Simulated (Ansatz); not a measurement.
**CH₈OSi₂: how energies converge with the basis set**

One table from this session's results is given with a row withheld; the runs are named, their logs left out.

Method: one geometry, several basis sets; program: Ansatz 0.2.0, Gaussian basis.

Levels to be run: PBE0-D4/def2-SVP; ωB97M-V/def2-SVP; PBE0-D4/def2-QZVPP; ωB97M-V/def2-QZVPP; CCSD(T)/cc-pV(D+d)Z; CCSD(T)/cc-pV(T+d)Z; CCSD(T)/cc-pV(Q+d)Z; the functionals' def2-TZVPP values are taken from earlier runs.

### The geometry

An earlier PBE0-D4 in a triple-zeta def2 set relaxation fixed the geometry.

SMILES `C[SiH2]O[SiH3]`, 12 atoms, charge 0, spin multiplicity 1.

Atoms are counted from 1 here; the program's logs count them from 0.

Bond lengths: C1–Si2 1.856 Å, C1–H5 1.092 Å, C1–H6 1.093 Å, C1–H7 1.092 Å, Si2–O3 1.640 Å, Si2–H8 1.489 Å, Si2–H9 1.489 Å, O3–Si4 1.632 Å, Si4–H10 1.483 Å, Si4–H11 1.487 Å, Si4–H12 1.487 Å. Angles: Si2–C1–H5 110.9°, Si2–C1–H6 110.3°, Si2–C1–H7 110.9°, H5–C1–H6 108.2°, H5–C1–H7 108.3°, H6–C1–H7 108.2°, C1–Si2–O3 109.0°, C1–Si2–H8 110.7°, C1–Si2–H9 110.7°, O3–Si2–H8 109.1°, O3–Si2–H9 109.1°, H8–Si2–H9 108.3°, Si2–O3–Si4 145.8°, O3–Si4–H10 108.3°, O3–Si4–H11 110.4°, O3–Si4–H12 110.4°, H10–Si4–H11 109.4°, H10–Si4–H12 109.4° and more.

The first run:

The input, in.yaml:

```yaml
crystal:
  periodic: [false, false, false]
  atoms:
    - {symbol: C, position_ang: [0.484732, 1.986008, -0.784743]}
    - {symbol: Si, position_ang: [0.883658, 0.332244, -0.042914]}
    - {symbol: O, position_ang: [-0.507774, -0.511537, 0.160893]}
    - {symbol: Si, position_ang: [-1.176851, -1.908201, 0.676313]}
    - {symbol: H, position_ang: [-0.003087, 1.869754, -1.755215]}
    - {symbol: H, position_ang: [1.399197, 2.567554, -0.930113]}
    - {symbol: H, position_ang: [-0.180824, 2.555055, -0.131659]}
    - {symbol: H, position_ang: [1.551883, 0.495230, 1.278118]}
    - {symbol: H, position_ang: [1.794116, -0.438771, -0.934438]}
    - {symbol: H, position_ang: [-2.644081, -1.823244, 0.475547]}
    - {symbol: H, position_ang: [-0.886454, -2.121115, 2.119121]}
    - {symbol: H, position_ang: [-0.637415, -3.058278, -0.096809]}
basis:
  gaussian: {orbitals: def2-SVP}
hamiltonian: {xc: pbe0, dispersion: d4}
output: {orbitals: {seedname: orbitals}}
```

The run is started by

```sh
$ ansatz run in.yaml --threads 2 --pin off --events-out ev --progress --plain --max-ram 32768MiB --backend cpu
```

Steps of the session up to this table: PBE0-D4 in def2-SVP; ωB97M-V in def2-SVP; PBE0-D4 in def2-QZVPP; ωB97M-V in def2-QZVPP.

One of the session's tables, all rows but one given; the rest of the session is left out.

| functional | basis | HOMO (eV) | LUMO (eV) |
| --- | --- | --- | --- |
| PBE0-D4 | def2-SVP | -8.43 | 0.63 |
| PBE0-D4 | def2-TZVPP | -8.52 | 0.09 |
| PBE0-D4 | def2-QZVPP | ? | ? |
| ωB97M-V | def2-SVP | -10.69 | 2.54 |
| ωB97M-V | def2-TZVPP | -10.83 | 1.77 |
| ωB97M-V | def2-QZVPP | -10.84 | 1.39 |

Q: Estimate the row for PBE0-D4, def2-QZVPP from the others.

The run gave: HOMO (eV): -8.54; LUMO (eV): -0.07. In the column «HOMO (eV)» it lies between ωB97M-V, def2-SVP (-10.69) and PBE0-D4, def2-TZVPP (-8.52).
